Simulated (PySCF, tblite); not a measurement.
**C6H14GeO2: geometry, infrared bands and NMR shifts**

Wanted: the infrared bands and NMR shifts of C6H14GeO2 (`CCO[C@@](C)([GeH3])C(C)=O`), by calculation.

Programs: tblite 0.8.0 and PySCF 2.14.0, with density-fitted response routines of our own. Each step states its level of theory. These are calculated values for one molecule in the gas phase, unless marked as measured. Atoms count from 0, in the outputs and in this text.

## 1. Starting geometry

23 atoms, charge 0, multiplicity 1; geometry from: force field or distance geometry start.

Bonds of the start (Å): C0–C1 1.53, C1–O2 1.42, O2–C3 1.43, C3–C4 1.54, C3–Ge5 1.97, C3–C6 1.52, C6–C7 1.51, C6–O8 1.22, C0–H9 1.12, C0–H10 1.10, C0–H11 1.10, C1–H12 1.10, C1–H13 1.10, C4–H14 1.10, C4–H15 1.11, C4–H16 1.12, Ge5–H17 1.55, Ge5–H18 1.55, Ge5–H19 1.54, C7–H20 1.12, C7–H21 1.11, C7–H22 1.12.

## 2. Optimising the geometry with GFN2-xTB

Job settings and geometry (Å):

```
{"job": {"kind": "relax", "xc": "GFN2-xTB", "basis": "xTB"}, "charge": 0, "multiplicity": 1}
C      2.234300     1.841400     0.414900
C      1.471900     0.834700    -0.443800
O      0.814500    -0.084200     0.423100
C     -0.283200    -0.739600    -0.221600
C      0.166200    -1.531700    -1.460700
Ge    -0.954900    -2.062100     1.068700
C     -1.432000     0.211700    -0.507500
C     -1.824200     1.273000     0.488400
O     -2.078000     0.093300    -1.531800
H      1.504200     2.413700     1.047700
H      2.951000     1.323500     1.072800
H      2.770400     2.549900    -0.238300
H      2.212900     0.284000    -1.045700
H      0.789000     1.389000    -1.104900
H      1.050700    -2.147200    -1.228400
H     -0.649500    -2.193700    -1.817300
H      0.431600    -0.837200    -2.294700
H     -1.390000    -1.345000     2.370700
H      0.174200    -3.073000     1.405100
H     -2.157500    -2.807600     0.467300
H     -2.893600     1.128200     0.784300
H     -1.717700     2.272500     0.020700
H     -1.194900     1.233400     1.410200
```

Launch:

```
$ OMP_NUM_THREADS=1 python probes_run.py task.json out
```

This one command runs all jobs of the session in turn.

The program printed:

```text
step      E/eV     max force
  0    -816.75156    1.128
  1    -816.87364    0.764
  2    -816.92072    1.009
  3    -816.94217    0.414
  4    -816.95532    0.441
  5    -816.96952    0.248
  6    -816.97620    0.247
  7    -816.98384    0.226
  8    -816.98904    0.190
  9    -816.99471    0.197
 10    -816.99922    0.175
 11    -817.00272    0.158
 12    -817.00545    0.141
 13    -817.00825    0.125
 14    -817.01106    0.144
 15    -817.01348    0.116
 16    -817.01538    0.120
 17    -817.01703    0.100
 18    -817.01861    0.103
 19    -817.02007    0.093
 20    -817.02139    0.083
 21    -817.02276    0.093
 22    -817.02441    0.115
 23    -817.02641    0.150
 24    -817.02876    0.161
 25    -817.03142    0.141
 26    -817.03425    0.162
 27    -817.03701    0.119
 28    -817.03938    0.155
 29    -817.04127    0.137
 30    -817.04291    0.114
 31    -817.04441    0.102
 32    -817.04569    0.077
 33    -817.04685    0.090
 34    -817.04803    0.074
 35    -817.04919    0.089
 36    -817.05014    0.067
 37    -817.05080    0.066
 38    -817.05134    0.063
 39    -817.05189    0.058
 40    -817.05246    0.054
 41    -817.05305    0.064
 42    -817.05372    0.075
 43    -817.05445    0.077
 44    -817.05508    0.061
 45    -817.05548    0.039
 46    -817.05576    0.034
 47    -817.05603    0.052
 48    -817.05633    0.064
 49    -817.05661    0.048
 50    -817.05684    0.036
 51    -817.05709    0.036
 52    -817.05741    0.052
 53    -817.05776    0.055
 54    -817.05808    0.043
 55    -817.05836    0.037
 56    -817.05867    0.046
 57    -817.05899    0.056
 58    -817.05927    0.044
 59    -817.05947    0.030
 60    -817.05961    0.033
 61    -817.05974    0.028
 62    -817.05983    0.019
 63    -817.05990    0.017
 64    -817.05996    0.018
 65    -817.06003    0.021
 66    -817.06010    0.018
 67    -817.06017    0.019
 68    -817.06024    0.020
 69    -817.06031    0.020
 70    -817.06039    0.020
 71    -817.06046    0.018
 72    -817.06053    0.019
 73    -817.06059    0.016
 74    -817.06064    0.014
 75    -817.06067    0.015
 76    -817.06071    0.015
 77    -817.06075    0.016
 78    -817.06081    0.019
 79    -817.06089    0.027
 80    -817.06098    0.035
 81    -817.06106    0.032
 82    -817.06115    0.018
 83    -817.06122    0.017
 84    -817.06129    0.019
 85    -817.06134    0.017
 86    -817.06141    0.021
 87    -817.06150    0.026
 88    -817.06161    0.024
 89    -817.06169    0.034
 90    -817.06175    0.025
 91    -817.06182    0.024
 92    -817.06191    0.024
 93    -817.06202    0.026
 94    -817.06214    0.024
 95    -817.06224    0.021
 96    -817.06234    0.022
 97    -817.06244    0.025
 98    -817.06251    0.019
 99    -817.06256    0.012
100    -817.06259    0.012
101    -817.06261    0.009
```

Run time: 1.4 s. Hardware: 1 thread of Intel Xeon Platinum 8259CL at 2.50GHz, shared host; peak memory 0.18 GiB.

Relaxation path: (not every step is listed)

```
step  energy from step 0 (eV)  largest force (eV/Å)
   0                   0.0000                1.1276
   1                  -0.1221                0.7640
   2                  -0.1692                1.0095
   3                  -0.1906                0.4143
   4                  -0.2038                0.4409
   5                  -0.2180                0.2479
   6                  -0.2246                0.2472
   7                  -0.2323                0.2261
   8                  -0.2375                0.1900
  16                  -0.2638                0.1200
  24                  -0.2772                0.1609
  32                  -0.2941                0.0768
  40                  -0.3009                0.0537
  48                  -0.3048                0.0639
  56                  -0.3071                0.0457
  64                  -0.3084                0.0177
  72                  -0.3090                0.0190
  80                  -0.3094                0.0348
  88                  -0.3100                0.0241
  96                  -0.3108                0.0219
  97                  -0.3109                0.0250
  98                  -0.3109                0.0191
  99                  -0.3110                0.0120
 100                  -0.3110                0.0118
 101                  -0.3110                0.0091
```

Close pairs (by a distance rule), those that changed most:

```
   bond  before (Å)  after (Å)  change (Å)
Ge5–H18       1.552      1.495      -0.057
Ge5–H17       1.549      1.493      -0.055
 C3–Ge5       1.966      2.012      +0.046
Ge5–H19       1.537      1.495      -0.042
  C0–H9       1.123      1.087      -0.036
 C7–H20       1.119      1.088      -0.031
 C7–H22       1.117      1.087      -0.030
 C4–H16       1.117      1.090      -0.028
```

The end geometry stands in the next job.

## 3. Infrared spectrum with GFN2-xTB

Job settings and geometry (Å):

```
{"job": {"kind": "ir", "xc": "GFN2-xTB", "basis": "xTB"}, "charge": 0, "multiplicity": 1}
C      2.212671     1.771070     0.587902
C      1.452867     0.883927    -0.385405
O      0.712691    -0.066828     0.362987
C     -0.329922    -0.738226    -0.321608
C      0.113750    -1.473709    -1.578894
Ge    -0.856204    -2.019268     1.137679
C     -1.575197     0.066805    -0.547975
C     -1.764955     1.290795     0.310576
O     -2.424892    -0.318756    -1.322023
H      1.518547     2.307713     1.229397
H      2.858748     1.160431     1.212526
H      2.819021     2.488042     0.041446
H      2.159789     0.366188    -1.048277
H      0.774686     1.485418    -1.004748
H      0.945418    -2.139096    -1.351889
H     -0.724079    -2.056545    -1.954624
H      0.416575    -0.774281    -2.357500
H     -1.117618    -1.246501     2.388566
H      0.317064    -2.916292     1.371260
H     -2.058788    -2.838918     0.793709
H     -2.804219     1.350951     0.626933
H     -1.547496     2.178219    -0.283101
H     -1.103212     1.265846     1.172243
```

The program printed:

```text
mode    cm-1     km/mol
  1      43.8      4.93
  2      52.0      2.21
  3      83.0      0.98
  4      97.8      0.51
  5     107.9      0.53
  6     123.2      0.82
  7     133.6      0.62
  8     202.1      0.53
  9     203.2      0.11
 10     230.0      1.30
 11     248.4      8.18
 12     287.9      9.49
 13     326.1      2.26
 14     357.6      0.07
 15     449.5     30.71
 16     473.9     21.30
 17     507.6     27.66
 18     542.4     11.06
 19     576.1     20.07
 20     672.1      0.09
 21     740.4    436.09
 22     763.1     44.21
 23     824.6    106.26
 24     840.6      8.47
 25     842.8     96.32
 26     900.4      7.01
 27     957.5     12.87
 28     982.3     29.39
 29     999.2     11.37
 30    1071.9     15.86
 31    1081.2     26.74
 32    1091.3     80.97
 33    1128.1     79.79
 34    1138.7     12.26
 35    1169.7     43.45
 36    1214.4    103.04
 37    1253.7      1.45
 38    1337.4      6.83
 39    1364.4     37.71
 40    1388.9     11.12
 41    1401.2     10.14
 42    1445.9      7.05
 43    1455.1      6.46
 44    1472.4      3.64
 45    1477.7      3.96
 46    1488.1      3.49
 47    1493.9      2.85
 48    1497.3      3.50
 49    1720.1    303.37
 50    1981.8     80.96
 51    2077.6    431.27
 52    2085.9    427.89
 53    2877.8     54.46
 54    2906.6     44.88
 55    3005.1     30.75
 56    3008.8      9.03
 57    3009.1     27.74
 58    3030.6      5.53
 59    3032.6      7.61
 60    3041.7     15.89
 61    3044.9     22.06
 62    3047.0     31.16
 63    3053.2     18.39
```

Run time: 1.8 s. Hardware: 1 thread of Intel Xeon Platinum 8259CL at 2.50GHz, shared host; peak memory 0.18 GiB.

The strongest bands and the atoms that carry them (share of the mass-weighted mode):

```
cm⁻¹  km/mol                         atoms
 740   436.1  H19 33 %, H17 31 %, H18 28 %
 825   106.3  H19 53 %, H18 24 %, H17 19 %
 843    96.3            H17 43 %, H18 36 %
1091    81.0     C3 18 %, C6 11 %, C4 11 %
1214   103.0              C3 37 %, C6 36 %
1720   303.4              C6 61 %, O8 37 %
2078   431.3            H18 56 %, H19 40 %
2086   427.9            H17 69 %, H19 23 %
```

## 4. Nuclear shieldings: PBE0/pcSseg-1

The job, as its differences from that of step 3:

```diff
@@ -1,2 +1,2 @@
-{"job": {"kind": "ir", "xc": "GFN2-xTB", "basis": "xTB"}, "charge": 0, "multiplicity": 1}
+{"job": {"kind": "nmr", "xc": "PBE0", "basis": "pcSseg-1"}, "charge": 0, "multiplicity": 1}
 C      2.212671     1.771070     0.587902
```

Level: GIAO PBE0/pcSseg-1 NMR shielding, non-relativistic, gas phase.

The program printed:

```text
coarse grid: 83464 points
cycle   1  E = -2463.3025578801  dE =  4.067e-01  |g| = 1.261e+00  |ddm| = 4.261e+00
cycle   2  E = -2462.8384575549  dE =  4.641e-01  |g| = 1.977e+00  |ddm| = 2.904e+00
cycle   3  E = -2463.4831464951  dE = -6.447e-01  |g| = 4.319e-01  |ddm| = 2.387e+00
cycle   4  E = -2463.5158717320  dE = -3.273e-02  |g| = 1.020e-01  |ddm| = 4.099e-01
cycle   5  E = -2463.5172126411  dE = -1.341e-03  |g| = 3.985e-02  |ddm| = 1.092e-01
cycle   6  E = -2463.5174907623  dE = -2.781e-04  |g| = 8.383e-03  |ddm| = 3.930e-02
cycle   7  E = -2463.5175019605  dE = -1.120e-05  |g| = 2.049e-03  |ddm| = 8.901e-03
cycle   8  E = -2463.5175027409  dE = -7.805e-07  |g| = 6.361e-04  |ddm| = 2.380e-03
final grid: 177912 points
cycle   9  E = -2463.5174108327  dE = -8.768e-08  |g| = 1.111e-03  |ddm| = 4.303e-03
cycle  10  E = -2463.5174102038  dE =  6.289e-07  |g| = 2.165e-03  |ddm| = 2.592e-03
cycle  11  E = -2463.5174110619  dE = -8.581e-07  |g| = 1.892e-04  |ddm| = 1.854e-03
cycle  12  E = -2463.5174110692  dE = -7.351e-09  |g| = 1.913e-05  |ddm| = 1.707e-04
cycle  13  E = -2463.5174110693  dE = -7.003e-11  |g| = 1.047e-05  |ddm| = 3.298e-05
converged SCF energy = -2463.5174110693

GIAO shielding tensors (ppm)
atom      isotropic    diamagn.    paramagn.     s11        s22        s33       span
  0 C      168.840     247.001     -78.160    153.558    166.987    185.977     32.419
  1 C      120.346     247.598    -127.252     91.198    104.576    165.265     74.068
  2 O      265.136     403.516    -138.380    232.493    256.694    306.222     73.730
  3 C       95.645     248.973    -153.328     79.819     88.241    118.876     39.057
  4 C      169.280     247.233     -77.952    155.453    169.366    183.022     27.569
  5 Ge    1500.123    2756.506   -1256.383   1395.547   1435.159   1669.662    274.115
  6 C      -31.154     251.901    -283.055   -107.487    -78.229     92.254    199.741
  7 C      162.779     253.974     -91.195    140.034    158.538    189.766     49.732
  8 O     -311.671     399.376    -711.047   -902.757   -392.010    359.755   1262.512
  9 H       30.228      30.673      -0.445     25.820     29.655     35.208      9.388
 10 H       30.210      29.708       0.502     26.138     28.631     35.860      9.721
 11 H       30.653      27.788       2.865     26.452     27.350     38.156     11.704
 12 H       27.726      32.125      -4.398     21.825     28.649     32.705     10.880
 13 H       28.670      33.867      -5.197     25.114     27.960     32.936      7.822
 14 H       30.482      31.410      -0.928     26.459     28.943     36.043      9.584
 15 H       29.245      31.172      -1.927     25.090     27.236     35.408     10.318
 16 H       30.023      31.345      -1.322     25.020     28.860     36.188     11.168
 17 H       27.988      30.355      -2.366     21.199     24.610     38.156     16.957
 18 H       28.076      30.432      -2.356     21.695     23.786     38.747     17.051
 19 H       28.072      30.105      -2.034     21.107     23.145     39.963     18.856
 20 H       29.771      29.595       0.176     26.661     27.053     35.598      8.937
 21 H       29.935      30.894      -0.959     26.169     28.855     34.781      8.611
 22 H       28.223      33.772      -5.549     24.829     28.525     31.316      6.488
```

It took 81 s on 1 thread of Intel Xeon Platinum 8259CL at 2.50GHz, shared host; peak memory 1.1 GiB.

Shifts follow as δ = σ(reference) − σ, with reference shieldings (ppm) from runs at the same level and on the same kind of geometry: ¹H TMS 31.72, ¹³C TMS 186.9, ¹⁷O H2O 336.1, ⁷³Ge GeMe4 1331. The references are single molecules in the gas phase, so shifts against H2O, NH3, PH3, H3PO4 or CFCl3 are not on the usual liquid scales and can be off by tens of ppm. Atoms listed in one row are averaged.

```
        atoms                                                       environment  σ (ppm)  δ (ppm)
           C6                                            ketone carbonyl carbon    -31.2    218.1
           C3  fully substituted sp3 carbon bonded to Ge and O, α to a carbonyl     95.6     91.3
           C1                                               sp3 CH2 bonded to O    120.3     66.6
           C7                                     methyl carbon α to a carbonyl    162.8     24.1
           C0                                                     methyl carbon    168.8     18.1
           C4                                                     methyl carbon    169.3     17.6
          H12                                hydrogen on an sp3 CH2 bonded to O    27.73     3.99
H17, H18, H19                               hydrogen on a germanium bonded to C    28.05     3.67
          H13                                hydrogen on an sp3 CH2 bonded to O    28.67     3.05
H20, H21, H22                       hydrogen on a methyl carbon α to a carbonyl    29.31     2.41
H14, H15, H16                                       hydrogen on a methyl carbon    29.92     1.80
 H9, H10, H11                                       hydrogen on a methyl carbon    30.36     1.35
           O8                                                     ketone oxygen   -311.7    647.7
           O2                                                      ether oxygen    265.1     70.9
          Ge5                                        germanium bonded to C, 3 H     1500     -169
```

Charges from the same density, by scheme (e):

```
atoms  Mulliken    IAO  Hirshfeld  ESP fit
   C0     -0.26  -0.42      -0.12    -0.51
   C1      0.00  -0.04       0.01     0.38
   O2     -0.53  -0.41      -0.12    -0.42
   C3     -0.42  -0.03       0.01     0.14
   C4     -0.14  -0.43      -0.13    -0.46
  Ge5      0.35   0.51       0.30     0.20
   C6      0.22   0.36       0.15     0.70
   C7     -0.25  -0.48      -0.13    -0.71
   O8     -0.37  -0.44      -0.24    -0.54
```

Mayer bond orders: C0–C1 1.08, C1–O2 0.88, O2–C3 0.86, C3–C4 1.01, C3–Ge5 0.79, C3–C6 0.88, C6–C7 1.01, C6–O8 1.99.

## 5. Results

```
                                                              quantity                                    value
                             strongest single infrared mode (GFN2-xTB)                     740 cm⁻¹, 436 km/mol
                                          zero-point energy (GFN2-xTB)                           113.6 kcal/mol
                                ¹³C shifts against TMS (PBE0/pcSseg-1)  218.1, 91.3, 66.6, 24.1, 18.1, 17.6 ppm
¹H shifts against TMS (PBE0/pcSseg-1, means over atoms taken as alike)   3.99, 3.67, 3.05, 2.41, 1.80, 1.35 ppm
                                ¹⁷O shifts against H2O (PBE0/pcSseg-1)                          647.7, 70.9 ppm
                             ⁷³Ge shifts against GeMe4 (PBE0/pcSseg-1)                                 -169 ppm
```

**Reading.** The optimisation took 101 steps and gained 0.311 eV; among the close pairs (by a distance rule), Ge5–H18 changed most, from 1.552 to 1.495 Å. All 63 modes are real, so the xTB geometry is a minimum. The strongest single mode, at 740 cm⁻¹, has its largest shares on H19, H17 and H18 (the list is cut at 3 atoms). GFN2-xTB is a fitted tight-binding method: band positions and strengths are rough. Its intensities can rank the bands wrongly. The most deshielded carbon is C6 (ketone carbonyl carbon), at 218.1 ppm: the double bond to the heteroatom, with no lone-pair donor beside it, deshields it most. At PBE0/pcSseg-1: The largest span, 1263 ppm, is at O8, where the paramagnetic term is -711 ppm. Spin-orbit coupling is left out, which matters for shieldings and couplings at and beside the heavy atoms.
